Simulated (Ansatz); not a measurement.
# MoN (sextet): B2PLYP over vertical spin and charge gaps, def2-QZVPP

How well do these functionals follow the top wave-function level for MoN (sextet) over vertical spin and charge gaps?

Computed with Ansatz 0.2.0, Gaussian basis. Level: def2-QZVPP, all electrons in the functionals, frozen cores in the correlation of double hybrids and RPA.

Plan: B2PLYP, at charge 0, sextet; charge 0, quartet; charge 0, octet; charge 1, quintet; charge 1, septet (not every functional at every point).

2 further runs of the same task are left out: 2 set aside as unsound or not needed.

### 1 The geometry

The geometry is a PBE0/def2-TZVP stationary point (not a proven minimum). No spin-orbit coupling is included. Elements past krypton take def2 core potentials.

2 atoms, charge 0, spin multiplicity 6.

Atoms are counted from 1 here; the program's logs count them from 0.

Bond lengths: Mo1–N2 1.834 Å.

Coordinates:

```tsv
atom	x (Å)	y (Å)	z (Å)
Mo1	0.0000	0.0000	0.0000
N2	0.0000	0.0000	1.8338
```

No dispersion term is added.

The geometry shown and the zero of energy belong to the point charge 0, sextet. The yardstick, UCCSD(T), and other wave-function levels (R restricted, U unrestricted, valence and pair active spaces) come from earlier runs.

### 2 B2PLYP, charge 0, sextet

File in.yaml:

```yaml
crystal:
  periodic: [false, false, false]
  atoms:
    - {symbol: Mo, position_ang: [0.000000, 0.000000, 0.000000]}
    - {symbol: N, position_ang: [0.000000, 0.000000, 1.833800]}
basis:
  gaussian: {orbitals: "def2-QZVPP.json"}
magnetization: {spin_polarized: true, initial_magnetization: 5}
hamiltonian: {xc: {name: B2PLYP}}
correlation: {electrons: outside_noble_gas}
```

Launch:

```bash
$ ansatz run in.yaml --threads 2 --pin off --events-out ev --progress --plain --max-ram 24576MiB --backend cuda --devices 0, --max-vram 18GiB
```

Standard output:

```text
Functional definition: B2PLYP
  name "B2PLYP"
  cite "Grimme, J. Chem. Phys. 124, 034108 (2006) doi:10.1063/1.2148954"
  cite "Becke, Phys. Rev. A 38, 3098 (1988) doi:10.1103/PhysRevA.38.3098"
  cite "Lee, Yang & Parr, Phys. Rev. B 37, 785 (1988) doi:10.1103/PhysRevB.37.785"
  parameter a = 0.53
  parameter c = 0.27
  exchange = (1 - a)*b88_x + a*exact_x
  correlation = (1 - c)*lyp_c + c*(mp2_os + mp2_ss)
905 factors; integrals over basis functions are off by at most 7.3e-4 eV
mean field evaluation 1: about -3327.9161 eV, gradient 2.9e1 eV
mean field evaluation 2: about -3327.9860 eV, gradient 2.9e1 eV
mean field evaluation 4: about -3331.5999 eV, gradient 8.6e0 eV
mean field evaluation 8: about -3331.9828 eV, gradient 9.3e-1 eV
mean field evaluation 16: about -3332.0240 eV, gradient 3.0e-2 eV
mean field evaluation 32: about -3332.6615 eV, gradient 7.1e-1 eV
mean field evaluation 64: about -3332.0316 eV, gradient 9.0e-2 eV
mean field evaluation 96: about -3332.6693 eV, gradient 6.4e-1 eV
mean field evaluation 128: about -3332.6733 eV, gradient 1.8e-1 eV
mean field -3332.67404878 eV, -122.4735123251 hartree, gradient 1.7e-6 eV, S^2 9.012720; 12 other end points of the search recorded, 0 dependent functions left out
5 core orbitals not correlated: weight in the atoms' cores, before any rotation towards them, 0.994 or more for the frozen orbitals, at most 0.004 for the correlated occupied ones
reference -3332.67417170 eV, -122.4735168423 hartree; 8, 3 occupied and 125, 130 virtual orbitals, 905 factors
second order -10.98492022 eV of doubles, -0.00000000 eV of singles
Total energy: -3335.64010016 eV, -122.5825127028 hartree
```

Run time: 26 s. Hardware: 1 × H100 (card shared with other runs) with 2 threads of AMD EPYC 7R13, shared host; peak host memory 0.84 GiB.

From the report: ⟨S²⟩ of the determinant 9.013 (pure sextet: 8.75).

### 3 B2PLYP, charge 0, quartet

Edit in.yaml of step 2 so:

```diff
@@ -7,3 +7,3 @@
   gaussian: {orbitals: "def2-QZVPP.json"}
-magnetization: {spin_polarized: true, initial_magnetization: 5}
+magnetization: {spin_polarized: true, initial_magnetization: 3}
 hamiltonian: {xc: {name: B2PLYP}}
```

Launched as before.

Standard output, cut to the lines that bear on the results:

```text
Functional definition: B2PLYP
  name "B2PLYP"
  cite "Grimme, J. Chem. Phys. 124, 034108 (2006) doi:10.1063/1.2148954"
  cite "Becke, Phys. Rev. A 38, 3098 (1988) doi:10.1103/PhysRevA.38.3098"
  cite "Lee, Yang & Parr, Phys. Rev. B 37, 785 (1988) doi:10.1103/PhysRevB.37.785"
[...]
905 factors; integrals over basis functions are off by at most 7.3e-4 eV
[...]
mean field -3334.58100183 eV, -122.5435915570 hartree, gradient 2.1e-6 eV, S^2 4.785029; 9 other end points of the search recorded, 0 dependent functions left out
5 core orbitals not correlated: weight in the atoms' cores, before any rotation towards them, 0.993 or more for the frozen orbitals, at most 0.005 for the correlated occupied ones
reference -3334.58112340 eV, -122.5435960248 hartree; 7, 4 occupied and 126, 129 virtual orbitals, 905 factors
second order -12.12734612 eV of doubles, -0.00000000 eV of singles
Total energy: -3337.85550686 eV, -122.6639273972 hartree
```

Wall time 25 s (1 × H100 (card shared with other runs) with 2 threads of AMD EPYC 7R13, shared host); peak host memory 0.84 GiB.

From the report: ⟨S²⟩ of the determinant 4.785 (pure quartet: 3.75). The determinant is far from a pure spin state, so its energy mixes those of several spin states (harmless only where they are near-degenerate, as at dissociation).

From charge 0, sextet: -51.1 kcal/mol.

### 4 B2PLYP, charge 0, octet

Edit in.yaml of step 3 so:

```diff
@@ -7,3 +7,3 @@
   gaussian: {orbitals: "def2-QZVPP.json"}
-magnetization: {spin_polarized: true, initial_magnetization: 3}
+magnetization: {spin_polarized: true, initial_magnetization: 7}
 hamiltonian: {xc: {name: B2PLYP}}
```

The command is unchanged.

Standard output, cut to the lines that bear on the results:

```text
Functional definition: B2PLYP
  name "B2PLYP"
  cite "Grimme, J. Chem. Phys. 124, 034108 (2006) doi:10.1063/1.2148954"
  cite "Becke, Phys. Rev. A 38, 3098 (1988) doi:10.1103/PhysRevA.38.3098"
  cite "Lee, Yang & Parr, Phys. Rev. B 37, 785 (1988) doi:10.1103/PhysRevB.37.785"
[...]
905 factors; integrals over basis functions are off by at most 7.3e-4 eV
[...]
mean field -3331.26910982 eV, -122.4218817706 hartree, gradient 7.0e-6 eV, S^2 15.758889; 4 other end points of the search recorded, 0 dependent functions left out
5 core orbitals not correlated: weight in the atoms' cores, before any rotation towards them, 0.994 or more for the frozen orbitals, at most 0.004 for the correlated occupied ones
reference -3331.26923676 eV, -122.4218864356 hartree; 9, 2 occupied and 124, 131 virtual orbitals, 905 factors
second order -8.22325794 eV of doubles, -0.00000000 eV of singles
Total energy: -3333.48951641 eV, -122.5034802076 hartree
```

It took 14 s on 1 × H100 (card shared with other runs) with 2 threads of AMD EPYC 7R13, shared host; peak host memory 0.84 GiB.

From the report: ⟨S²⟩ of the determinant 15.759 (pure octet: 15.75).

From charge 0, sextet: +49.6 kcal/mol.

### 5 B2PLYP, charge 1, septet

Edit in.yaml of step 4 so:

```diff
@@ -7,3 +7,4 @@
   gaussian: {orbitals: "def2-QZVPP.json"}
-magnetization: {spin_polarized: true, initial_magnetization: 7}
+total_charge: 1
+magnetization: {spin_polarized: true, initial_magnetization: 6}
 hamiltonian: {xc: {name: B2PLYP}}
```

Same command.

Standard output, cut to the lines that bear on the results:

```text
Functional definition: B2PLYP
  name "B2PLYP"
  cite "Grimme, J. Chem. Phys. 124, 034108 (2006) doi:10.1063/1.2148954"
  cite "Becke, Phys. Rev. A 38, 3098 (1988) doi:10.1103/PhysRevA.38.3098"
  cite "Lee, Yang & Parr, Phys. Rev. B 37, 785 (1988) doi:10.1103/PhysRevB.37.785"
[...]
905 factors; integrals over basis functions are off by at most 7.3e-4 eV
[...]
mean field -3323.84313638 eV, -122.1489822801 hartree, gradient 5.1e-6 eV, S^2 12.012869; 8 other end points of the search recorded, 0 dependent functions left out
5 core orbitals not correlated: weight in the atoms' cores, before any rotation towards them, 0.995 or more for the frozen orbitals, at most 0.003 for the correlated occupied ones
reference -3323.84326101 eV, -122.1489868603 hartree; 8, 2 occupied and 125, 131 virtual orbitals, 905 factors
second order -7.85833691 eV of doubles, -0.00000000 eV of singles
Total energy: -3325.96501198 eV, -122.2269597701 hartree
```

Wall time 14 s (1 × H100 (card shared with other runs) with 2 threads of AMD EPYC 7R13, shared host); peak host memory 0.84 GiB.

From the report: ⟨S²⟩ of the determinant 12.013 (pure septet: 12.00).

From charge 0, sextet: +223.1 kcal/mol.

### 6 The comparison

No level is safe as a reference over these points; UCCSD(T) serves as a yardstick only. It comes from earlier runs at the same points. Energies in kcal/mol, counted from charge 0, sextet; blanks weren't run or aren't comparable.

```tsv
level	sextet to quartet	sextet to octet	ionisation to the septet cation
UCCSD(T)	-55.3	48.8	220.5
B2PLYP	-51.1	49.6	223.1
```

Largest miss and mean time a point (UCCSD(T) took 46 s a point; shared hosts):

```tsv
level	largest miss (kcal/mol)	where	time a point
B2PLYP	+4.3	sextet to quartet	20 s
```

### 7 Summary of results

| quantity | value |
| --- | --- |
| sextet to quartet, UCCSD(T) | -55.3 kcal/mol |
| sextet to octet, UCCSD(T) | 48.8 kcal/mol |
| ionisation to the septet cation, UCCSD(T) | 220.5 kcal/mol |
| largest miss, B2PLYP | +4.3 kcal/mol (sextet to quartet) |

What this shows: Misses are known at 3 of 4 points at best, and only functionals with that many are ranked. B2PLYP strays by up to 4.3 kcal/mol, at sextet to quartet. B2PLYP clearly breaks the spin symmetry at some points (⟨S²⟩ up to 1.04 above the pure value), so energy there is bought with a mixed spin. Functionals and the yardstick converge differently with the basis, so part of each miss in def2-QZVPP is the basis. The yardstick itself may be off where one determinant is a poor start.
